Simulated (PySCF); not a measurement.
# C3H8BrNSi: the cost of one run

The runs use PySCF 2.14.0, with density-fitted response routines of our own; the level of theory stands in each step. All values are computed, except where a source is named. Atoms are numbered from 0 throughout.

### 1 The molecule as given

14 atoms, charge 0, multiplicity 1; geometry from: GFN2-xTB.

Bonds of the start (Å): C0–C1 1.49, C1–N2 1.26, N2–C3 1.42, C3–Si4 1.90, Si4–Br5 2.22, C0–H6 1.09, C0–H7 1.09, C0–H8 1.09, C1–H9 1.10, C3–H10 1.10, C3–H11 1.09, Si4–H12 1.45, Si4–H13 1.46.

### 2 Excited states and response: PBE0/def2-SVPD

Job settings and geometry (Å):

```
{"job": {"kind": "uv", "xc": "PBE0", "basis": "def2-SVPD", "nstates": 8, "ntriplets": 3}, "charge": 0, "multiplicity": 1}
C     -2.381294    -0.928542     0.433841
C     -1.243880    -0.002993     0.670567
N     -0.368679     0.194261    -0.207390
C      0.745443     1.043560     0.041280
Si     2.262032    -0.103365     0.054805
Br     4.060356     1.186243     0.223699
H     -2.281328    -1.401127    -0.538915
H     -2.409360    -1.689986     1.212351
H     -3.319952    -0.377123     0.474641
H     -1.218430     0.496943     1.652655
H      0.654758     1.622007     0.976312
H      0.825452     1.749971    -0.789323
H      2.399642    -0.841330    -1.188441
H      2.274562    -0.948990     1.241776
```

Level: TDDFT PBE0/def2-SVPD, vertical, gas phase, core orbitals frozen in the response.

The run is started by

```bash
> OMP_NUM_THREADS=1 python probes_run.py task.json out
```

One launch serves the whole session: the jobs run in the order shown.

**Question.** How long does this job take on 1 thread of Arm Neoverse V1, shared host, and how much memory does it need?

About 45 s, with a peak of 0.86 GiB.
